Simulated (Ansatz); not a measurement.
A run of Ansatz 0.2.0 is set up as follows.

The input input.yaml:

```yaml
crystal:
  lattice:
    - [0.0, 2.89287951, 2.89287951]
    - [2.89287951, 0.0, 2.89287951]
    - [2.89287951, 2.89287951, 0.0]
  atoms:
    - { symbol: Mo, position: [0.0, 0.0, 0.0] }
    - { symbol: Se, position: [0.5, 0.5, 0.5] }
hamiltonian:
  xc: { exchange: pbesol, correlation: pbesol, exx: { coeff: 0.25 } }
  pseudopotentials: { kind: paw }
kpoints:
  mp_grid: { grid: [4, 4, 4] }
scf:
  occupations: { method: fermi_dirac, width: 0.05 }
output:
  forces: true
  stress: true
  eigenvalues: true
  write_density: true
  write_potential: true
  elf: true
  volumetric_format: npy
relax:
  f_tol: 0.01
  max_steps: 40
  cell: { stress_tol: 0.05 }
```

Potentials or basis: Ansatz PAW.

Launch:

```console
$ ansatz run input.yaml --threads 2 --pin off --max-ram 5632MiB --backend cpu --events-out ev --progress --plain --runs-dir out
```

Q: Estimate the relaxed cell.

A: a = 3.608 Å, b = 3.608 Å, c = 3.608 Å, α = 60.00°, β = 60.00°, γ = 60.00°.

Q: What does it give for the relaxed volume?

A: 16.61 Å³/atom.

The path:
```tsv
step	energy change (eV)	largest force (eV/Å)	volume (Å³)
1	0.0000	0.0000	48.42
2	-1.0875	0.0000	41.68
3	-1.7779	0.0000	35.59
4	-1.8293	0.0000	31.89
5	-1.8609	0.0000	33.21
6	-1.8591	0.0000	33.21
```

Caveat: the k mesh is coarse (spacing up to 0.47 Å⁻¹), so the values aren't converged, least of all with exact exchange; the volume moved by over 15 % at a fixed basis, so the end points are rough; the plane-wave basis is chosen anew once the cell has moved, so the energies of steps on either side of that aren't comparable; the PAW data sets come from PBE, with cores solved anew for the run's functional, which leaves a small shift of forces and pressure.
